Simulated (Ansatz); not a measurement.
# C₇H₁₄: vertical ionisation energy

How much energy removes an electron from C₇H₁₄ at fixed geometry? The cation is run at each level and the neutral's energy taken from earlier runs.

Program: Ansatz 0.2.0, Gaussian basis. Level of theory: unrestricted cation, the program's frozen cores in correlated methods. These are calculated values, not measurements.

Plan: UKS PBE-D4/def2-TZVPP; UKS r2SCAN-D4/def2-TZVPP; UKS PBE0-D4/def2-TZVPP; UKS B3LYP-D4/def2-TZVPP; UKS wB97X-V/def2-TZVPP; UKS wB97M-V/def2-TZVPP; UKS B2PLYP/def2-TZVPP; UHF-CCSD(T)/def2-TZVPP; UHF-MP2/def2-QZVPP; extrapolation to the limit; then −ε(HOMO) from the neutral's earlier runs with LDA (SPW92), PBE-D4, revPBE-D4, BLYP-D4, r2SCAN-D4, B97M-V, PBE0-D4, B3LYP-D4, r2SCANh-D4, r2SCAN0-D4, HSE06-D4, BHLYP-D4, CAM-B3LYP-D4, LC-ωPBE, ωB97X-V, ωB97M-V.

### 1 Structure used throughout

The geometry comes from an earlier relaxation with PBE0-D4 in a triple-zeta def2 set; it is a stationary point, not always the lowest conformer.

SMILES `CC(C)=CC(C)C`, 21 atoms, charge 0, spin multiplicity 1.

Atoms are counted from 1 here; the program's logs count them from 0.

Bond lengths: C1–C2 1.496 Å, C1–H8 1.089 Å, C1–H9 1.095 Å, C1–H10 1.095 Å, C2–C3 1.498 Å, C2–C4 1.333 Å, C3–H11 1.096 Å, C3–H12 1.091 Å, C3–H13 1.096 Å, C4–C5 1.496 Å, C4–H14 1.091 Å, C5–C6 1.526 Å, C5–C7 1.527 Å, C5–H15 1.094 Å, C6–H16 1.093 Å, C6–H17 1.092 Å, C6–H18 1.094 Å, C7–H19 1.092 Å and more. Angles: C2–C1–H8 113.4°, C2–C1–H9 110.4°, C2–C1–H10 110.4°, H8–C1–H9 108.0°, H8–C1–H10 108.0°, H9–C1–H10 106.3°, C1–C2–C3 114.4°, C1–C2–C4 124.8°, C3–C2–C4 120.8°, C2–C3–H11 110.9°, C2–C3–H12 111.8°, C2–C3–H13 110.9°, H11–C3–H12 108.3°, H11–C3–H13 106.4°, H12–C3–H13 108.3°, C2–C4–C5 128.8°, C2–C4–H14 117.1°, C5–C4–H14 114.1° and more.

### 2 Cation, UKS PBE-D4/def2-TZVPP

Contents of in.yaml:

```yaml
crystal:
  periodic: [false, false, false]
  atoms:
    - {symbol: C, position_ang: [1.769182, -0.183040, 1.284941]}
    - {symbol: C, position_ang: [0.981516, -0.877968, 0.219092]}
    - {symbol: C, position_ang: [1.542739, -2.201895, -0.199515]}
    - {symbol: C, position_ang: [-0.129410, -0.399583, -0.341263]}
    - {symbol: C, position_ang: [-0.839493, 0.888308, -0.066035]}
    - {symbol: C, position_ang: [-2.274152, 0.618607, 0.380046]}
    - {symbol: C, position_ang: [-0.819944, 1.780829, -1.304714]}
    - {symbol: H, position_ang: [1.346546, 0.776543, 1.578539]}
    - {symbol: H, position_ang: [1.838990, -0.810852, 2.179884]}
    - {symbol: H, position_ang: [2.797263, -0.010697, 0.948233]}
    - {symbol: H, position_ang: [1.600868, -2.889398, 0.651686]}
    - {symbol: H, position_ang: [0.937228, -2.670286, -0.976734]}
    - {symbol: H, position_ang: [2.564466, -2.091706, -0.579642]}
    - {symbol: H, position_ang: [-0.601213, -1.012250, -1.111115]}
    - {symbol: H, position_ang: [-0.329919, 1.421281, 0.742002]}
    - {symbol: H, position_ang: [-2.806455, 1.553240, 0.576845]}
    - {symbol: H, position_ang: [-2.298393, 0.011909, 1.287807]}
    - {symbol: H, position_ang: [-2.824705, 0.078989, -0.396872]}
    - {symbol: H, position_ang: [0.203231, 2.014782, -1.606308]}
    - {symbol: H, position_ang: [-1.347998, 2.720447, -1.120019]}
    - {symbol: H, position_ang: [-1.310349, 1.282748, -2.146862]}
basis:
  gaussian: {orbitals: def2-TZVPP}
total_charge: 1
magnetization: {spin_polarized: true, initial_magnetization: 1}
hamiltonian: {xc: pbe, dispersion: d4}
```

Command:

```sh
> ansatz run in.yaml --threads 2 --pin off --events-out ev --progress --plain --max-ram 32768MiB --backend cuda --devices 0, --max-vram 18GiB
```

The runs that follow: Cation, UKS r2SCAN-D4/def2-TZVPP; Cation, UKS PBE0-D4/def2-TZVPP; Cation, UKS B3LYP-D4/def2-TZVPP; Cation, UKS wB97X-V/def2-TZVPP; Cation, UKS wB97M-V/def2-TZVPP; Cation, UKS B2PLYP (frozen core)/def2-TZVPP; Cation, UHF-CCSD(T)/def2-TZVPP; Cation, UHF-MP2/def2-QZVPP.

Before running them: what should the planned runs give, taken together? Wanted: ionisation energy, CCSD(T)/CBS; nearest functional by difference; nearest −ε(HOMO); −ε(HOMO) of PBE; T1 of the cation.

**Answer**, as computed:

| quantity | value |
| --- | --- |
| ionisation energy, CCSD(T)/CBS | 8.94 eV |
| nearest functional by difference | B2PLYP (-0.30 eV) |
| nearest −ε(HOMO) | ωB97X-V (-0.01 eV) |
| −ε(HOMO) of PBE | 5.55 eV |
| T1 of the cation | 0.016 |

What this shows: By cation minus neutral, the functionals miss by 0.55 eV at most. The PBE orbital energy is 3.4 eV too small: a semilocal HOMO is no ionisation energy. Among orbital estimates ωB97X-V comes nearest. Hartree-Fock falls 1.58 eV short, as the neutral has more correlation energy than the cation.
